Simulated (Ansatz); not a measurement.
# C3H7GeS2, SMILES CC1C[S][GeH][S]1: a single point in a Gaussian basis

Computed with the Ansatz DFT code, driven from Python.

Notebook, run cell by cell (the value of a cell's last expression is shown):

In [1]:
```python
from pathlib import Path
import warnings

import ansatz
import numpy as np
```

In [2]:
```python
warnings.simplefilter("ignore", ansatz.DeckWarning)
```

In [3]:
```python
mol = (
    ansatz.Crystal.molecule()
    .atom("C", (-1.6424, -0.6297, 0.4701))
    .atom("C", (-0.3061, -0.4289, -0.2434))
    .atom("C", (0.0733, 1.0624, -0.2773))
    .atom("S", (1.5108, 1.3614, -1.3615))
    .atom("Ge", (2.5825, -0.3507, -0.4739))
    .atom("S", (0.9795, -1.4142, 0.608))
    .atom("H", (-1.5829, -0.2656, 1.5182))
    .atom("H", (-2.4477, -0.0772, -0.0594))
    .atom("H", (-1.9093, -1.7079, 0.4788))
    .atom("H", (-0.4095, -0.8032, -1.2856))
    .atom("H", (-0.7755, 1.6604, -0.6723))
    .atom("H", (0.3041, 1.4245, 0.748))
    .atom("H", (3.6233, 0.1687, 0.5502))
)
```

In [4]:
```python
setup = (
    mol.calculation()
    .basis(gaussian="def2-SVPD")
    .functional("pbe")
    .spin("collinear", total=1)
    .scf(lower_state_search="off")
    .forces()
    .orbitals()
)
result = setup.run(threads=1, runs_dir="runs")
data = result.report
```

In [5]:
```python
{key: value for key, value in data.items() if isinstance(value, (int, float)) and "ev" in key}
```
Out [5]:
```text
{'free_energy_ev': -81376.74220961487, 'reference_energy_ev': -81376.74220961487}
```

In [6]:
```python
data["published_state_doubts"]
```
Out [6]:
```text
[]
```

In [7]:
```python
sorted(key for key in data if key.endswith("_ev"))
```
Out [7]:
```text
['free_energy_ev', 'reference_energy_ev']
```

In [8]:
```python
print(f"E = {data['free_energy_ev']:.6f} eV = {data['free_energy_ev'] / 27.211386246:.7f} Ha")
print("converged:", data["converged"], " doubts:", data["published_state_doubts"] or "none")
```
```text
E = -81376.742210 eV = -2990.5401171 Ha
converged: True  doubts: none
```

In [9]:
```python
state = data["mean_field"]["state"]
print(f"mean field: {state['energy']['hartree']:.7f} Ha, <S^2> = {abs(state['spin_squared']):.4f}, stability: {state.get('stability', {}).get('kind')}")

symbols = [site.symbol for site in mol.cartesian_sites]
forces = np.array(data["forces_ev_ang"])
print("largest force", round(float(np.linalg.norm(forces, axis=1).max()), 4), "eV/A, rms", round(float(np.sqrt((forces ** 2).mean())), 4))
```
```text
mean field: -2990.5401171 Ha, <S^2> = 0.7521, stability: undecided
largest force 1.5873 eV/A, rms 0.3538
```

In [10]:
```python
charges = data["charge_distribution"]
print("dipole moment", round(4.803205 * float(np.linalg.norm(charges["dipole_moment_e_ang"])), 3), "D")
print("Mulliken:", [(s, round(q, 3)) for s, q in zip(symbols, charges["mulliken_charges_e"])])
```
```text
dipole moment 1.943 D
Mulliken: [('C', 0.646), ('C', -0.736), ('C', 0.188), ('S', -0.364), ('Ge', 0.421), ('S', -0.378), ('H', 0.028), ('H', 0.088), ('H', -0.03), ('H', 0.009), ('H', -0.058), ('H', 0.103), ('H', 0.083)]
```

In [11]:
```python
lines = Path(data["orbitals_path"]).read_text().splitlines()
field_of = lambda key: [line.split("=")[1].strip() for line in lines if line.startswith(key)]
orbitals = [(27.211386 * float(e), s, float(n)) for e, s, n in zip(field_of("Ene="), field_of("Spin="), field_of("Occup="))]
homo = max(e for e, _, n in orbitals if n > 0.5)
lumo = min(e for e, _, n in orbitals if n < 0.5)
print(f"HOMO {homo:.3f} eV, LUMO {lumo:.3f} eV, gap {lumo - homo:.3f} eV")
```
```text
HOMO -4.678 eV, LUMO -3.723 eV, gap 0.955 eV
```

What to keep in mind:
- These settings explore the input space; basis and method may be short of convergence.
- The geometry is a force-field or estimated start, not a minimum of this method, and the basis set is short of its limit.
- The species is open-shell (spin multiplicity 2).
- Levels such as HOMO and LUMO are orbital energies: with these approximate functionals they aren't the ionisation energy and electron affinity, and their gap isn't the fundamental gap.
- Mulliken charges are unreliable in a basis with diffuse functions.
- It ran for 14 s on 1 thread of Arm Neoverse V2, on a shared host, peak memory 0.44 GiB.

(Lines on the test bed's own set-up are left out of the output.)
